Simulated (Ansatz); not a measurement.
# TaN+ (octet): from Hartree-Fock to the top rungs, def2-TZVPP

An exercise on one series of results from a longer session: the logs are not shown, and one member is left open.

The runs use Ansatz 0.2.0, Gaussian basis; def2-TZVPP, core rule «outside noble gas», up to 5 orbitals frozen.

Plan: UHF; CCSD(T) on ROHF; CCSDT(Q) on ROHF; CCSDT(Q) on UHF.

7 further runs of the same task are left out: 4 for a known fault of the program, 3 set aside as unsound or not needed.

## The geometry

The geometry is a PBE0/def2-TZVP stationary point (not a proven minimum) of the parent state, kept for this charge and spin. No spin-orbit coupling is included. Elements past krypton take def2 core potentials.

2 atoms, charge 1, spin multiplicity 8.

Atoms are counted from 1 here; the program's logs count them from 0.

Bond lengths: Ta1–N2 2.115 Å.

Set-up of the first run:

in.yaml reads:

```yaml
crystal:
  periodic: [false, false, false]
  atoms:
    - {symbol: Ta, position_ang: [0.000000, 0.000000, 0.000000]}
    - {symbol: N, position_ang: [0.000000, 0.000000, 2.115400]}
basis:
  gaussian: {orbitals: def2-TZVPP}
total_charge: 1
magnetization: {spin_polarized: true, initial_magnetization: 7}
hamiltonian: {xc: hf}
output: {orbitals: {seedname: orbitals}}
```

Started as:

```console
ansatz run in.yaml --threads 1 --pin off --events-out ev --progress --plain --max-ram 4096MiB --backend cpu
```

Steps of the session up to this table: UHF; CCSD(T) on ROHF; CCSDT(Q) on ROHF; CCSDT(Q) on UHF.

One table of the session follows, with a row left open; its other results are not shown here.

It belongs to the step «Misses and costs». 

```
   method  from RCCSDT(Q) (meV)
     ROHF                     ?
      UHF               +4135.5
     RMP2                +725.7
    RCCSD                +117.3
 RCCSD(T)                 +17.9
   RCCSDT                  +2.0
RCCSDT(Q)                     0
```

Q: Estimate the row for ROHF from the others.

As computed: from RCCSDT(Q) (meV): +4371.9. In the column «from RCCSDT(Q) (meV)» it is the highest.

Not comparable, so not listed: CCSDT(Q) on UHF (they don't share determinant, frozen orbitals or solution with the rows shown, or repeat one).
